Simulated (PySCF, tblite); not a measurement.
# C4H13GeN: geometry, infrared bands and NMR shifts

What infrared bands and NMR shifts should C4H13GeN (`CC[CH2][GeH2][NH]C`) show?

The runs use tblite 0.8.0 and PySCF 2.14.0, with density-fitted response routines of our own; the level of theory stands in each step. All values are computed, except where a source is named. Atoms count from 0, in the outputs and in this text.

**1. Starting geometry**

19 atoms, charge 0, multiplicity 1; geometry from: force field or distance geometry start.

Bonds of the start (Å): C0–C1 1.50, C1–C2 1.50, C2–Ge3 1.95, Ge3–N4 1.88, N4–C5 1.46, C0–H6 1.14, C0–H7 1.11, C0–H8 1.09, C1–H9 1.13, C1–H10 1.11, C2–H11 1.12, C2–H12 1.11, Ge3–H13 1.56, Ge3–H14 1.53, N4–H15 1.05, C5–H16 1.11, C5–H17 1.10, C5–H18 1.12.

**2. Geometry optimisation with GFN2-xTB**

What the job is given:

```
{"job": {"kind": "relax", "xc": "GFN2-xTB", "basis": "xTB"}, "charge": 0, "multiplicity": 1}
C     -1.791800     1.127400    -0.321700
C     -1.896600    -0.291400     0.141600
C     -1.088400    -1.281900    -0.645100
Ge     0.820200    -0.897300    -0.682500
N      1.374400    -0.021800     0.883800
C      2.430400     0.907600     0.492500
H     -2.792400     1.641300    -0.143700
H     -1.032200     1.675600     0.282500
H     -1.521200     1.255400    -1.372300
H     -1.616700    -0.279200     1.233500
H     -2.958600    -0.601500     0.055800
H     -1.430400    -1.302300    -1.714000
H     -1.167300    -2.281300    -0.166400
H      1.597400    -2.248200    -0.794900
H      1.095200    -0.084100    -1.945000
H      1.822900    -0.735700     1.511200
H      2.781200     0.668100    -0.531900
H      2.062100     1.942100     0.537800
H      3.301900     0.816200     1.186600
```

On the command line:

```bash
$ OMP_NUM_THREADS=1 python probes_run.py task.json out
```

The driver reads the jobs from task.json and runs them one after another.

**Question.** This job is followed by: GFN2-xTB harmonic vibrations, gas phase; GIAO PBE0/pcSseg-1 NMR shielding, non-relativistic, gas phase. Predict these results of the whole session: strongest single infrared mode (GFN2-xTB); zero-point energy (GFN2-xTB); 13C shifts against TMS (PBE0/pcSseg-1); 1H shifts against TMS (PBE0/pcSseg-1, means over atoms taken as alike); 73Ge shifts against GeMe4 (PBE0/pcSseg-1); 15N shifts against NH3 (PBE0/pcSseg-1); surface potential, 1st and 99th percentile.

The runs gave:

```
                                                              quantity                                    value
                             strongest single infrared mode (GFN2-xTB)                    1806 cm⁻¹, 488 km/mol
                                          zero-point energy (GFN2-xTB)                           100.1 kcal/mol
                                13C shifts against TMS (PBE0/pcSseg-1)               35.7, 21.4, 19.0, 18.0 ppm
1H shifts against TMS (PBE0/pcSseg-1, means over atoms taken as alike)  4.66, 2.83, 1.64, 1.14, 1.13, -0.91 ppm
                             73Ge shifts against GeMe4 (PBE0/pcSseg-1)                                  -72 ppm
                                15N shifts against NH3 (PBE0/pcSseg-1)                                  5.5 ppm
                                 surface potential, 1st and 99th percentile                       -1.17 V and 1.16 V
```

**Reading.** Relaxing lowered the energy by 0.770 eV in 146 steps; the close pair that moved most is Ge3–N4, from 1.878 to 1.822 Å. All 51 modes are real, so the xTB geometry is a minimum. The strongest single mode, at 1806 cm⁻¹, moves mainly H13. GFN2-xTB is a fitted tight-binding method: band positions and strengths are rough. Its intensities can rank the bands wrongly. At PBE0/pcSseg-1: Shielding is most anisotropic at Ge3 (span 290 ppm, paramagnetic term -1354 ppm). Spin-orbit coupling is left out, which matters for shieldings and couplings at and beside the heavy atoms.
